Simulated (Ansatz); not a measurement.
# F3HSeSn: the cost of one run

Program: Ansatz 0.2.0, Gaussian basis. Level of theory: the settings change from run to run. These are calculated values, not measurements.

## 1. The relaxed structure

An earlier PBE0-D4 in a triple-zeta def2 set relaxation fixed the geometry. Sn takes a core potential in def2 sets; no spin-orbit term is included.

SMILES `[F][Sn]([F])([F])[SeH]`, 6 atoms, charge 0, spin multiplicity 1.

Atoms are counted from 1 here; the program's logs count them from 0.

Bond lengths: F1–Sn2 1.893 Å, Sn2–F3 1.891 Å, Sn2–F4 1.893 Å, Sn2–Se5 2.472 Å, Se5–H6 1.472 Å. Angles: F1–Sn2–F3 106.1°, F1–Sn2–F4 103.2°, F1–Sn2–Se5 114.9°, F3–Sn2–F4 106.0°, F3–Sn2–Se5 110.8°, F4–Sn2–Se5 115.0°, Sn2–Se5–H6 89.2°.

## 2. BHLYP/def2-mTZVP

Options: high accuracy.

The input, in.yaml:

```yaml
crystal:
  periodic: [false, false, false]
  atoms:
    - {symbol: F, position_ang: [-0.672322, -0.947253, 1.659920]}
    - {symbol: Sn, position_ang: [0.275898, -0.418869, 0.109409]}
    - {symbol: F, position_ang: [2.079638, -0.903629, 0.407363]}
    - {symbol: F, position_ang: [-0.369673, -1.603290, -1.218246]}
    - {symbol: Se, position_ang: [0.094516, 1.981497, -0.453832]}
    - {symbol: H, position_ang: [-1.366057, 1.827443, -0.550715]}
basis:
  gaussian: {orbitals: def2-mTZVP}
hamiltonian: {xc: {name: BHLYP}}
accuracy: high
output: {forces: true}
```

The run is started by

```bash
ansatz run in.yaml --threads 4 --pin off --events-out ev --progress --plain --max-ram 10444MiB
```

What time and memory should one allow on 4 threads of Arm Neoverse V2, shared host?

About 6 s, with a peak of 0.66 GiB.
